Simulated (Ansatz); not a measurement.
# Hf4ScN: the cost of one run

Method: DFT PBE, scalar-relativistic, plane waves, PAW, in Ansatz 0.2.0.

## Step 1: The structure to begin with

Symmetry: F-43m, No. 216, cubic system. The conventional cell has a = 7.576 Å, b = 7.576 Å, c = 7.576 Å, α = 90.00°, β = 90.00°, γ = 90.00°. Hf (site symmetry 3m) has 1 Sc at 1.88 Å as nearest neighbours. Sc (site symmetry -43m) is surrounded by 4 Hf at 1.88 Å. N (site symmetry -43m) is surrounded by 12 Hf at 3.19 Å and 4 Sc at 3.28 Å.

Coordinates:

```cif
data_structure
_symmetry_space_group_name_H-M 'P 1'
_symmetry_Int_Tables_number 1
_cell_length_a 5.3571
_cell_length_b 5.3571
_cell_length_c 5.3571
_cell_angle_alpha 60.000
_cell_angle_beta 60.000
_cell_angle_gamma 60.000
_cell_volume 108.71
loop_
_atom_site_label
_atom_site_type_symbol
_atom_site_fract_x
_atom_site_fract_y
_atom_site_fract_z
_atom_site_occupancy
Hf1 Hf 0.10664 0.10664 0.10664 1
Hf2 Hf 0.10664 0.10664 0.68007 1
Hf3 Hf 0.10664 0.68007 0.10664 1
Hf4 Hf 0.68007 0.10664 0.10664 1
Sc1 Sc 0.25000 0.25000 0.25000 1
N1 N 0.50000 0.50000 0.50000 1
```

The cell is invented: random cell by space group and Wyckoff sites (F-43m, No. 216). Lengths come from tabulated atomic sizes and are only a guess.

## Step 2: The guess as it stands, on a coarse mesh

input.yaml

```yaml
crystal:
  lattice:
    - [0.0, 3.78804717, 3.78804717]
    - [3.78804717, 0.0, 3.78804717]
    - [3.78804717, 3.78804717, 0.0]
  atoms:
    - { symbol: Hf, position: [0.10664252, 0.10664252, 0.10664252] }
    - { symbol: Hf, position: [0.10664252, 0.10664252, 0.68007244] }
    - { symbol: Hf, position: [0.10664252, 0.68007244, 0.10664252] }
    - { symbol: Hf, position: [0.68007244, 0.10664252, 0.10664252] }
    - { symbol: Sc, position: [0.25, 0.25, 0.25] }
    - { symbol: "N", position: [0.5, 0.5, 0.5] }
basis:
  ecutwfc: 420
kpoints:
  mp_grid: { grid: [4, 4, 4] }
hamiltonian:
  xc: pbe
scf:
  occupations: { method: gaussian, width: 0.1 }
  lower_state_search: "off"
output:
  forces: true
  stress: true
  eigenvalues: true
```

Run with:

```console
$ ansatz run input.yaml --threads 1 --pin off --max-ram 2560MiB --backend cpu --events-out ev --progress --plain --runs-dir out
```

Q: Estimate wall time and peak memory on 1 thread of Intel Xeon at 2.50GHz (Skylake/Cascade Lake), shared host.

About 11 s, with a peak of 0.41 GiB.
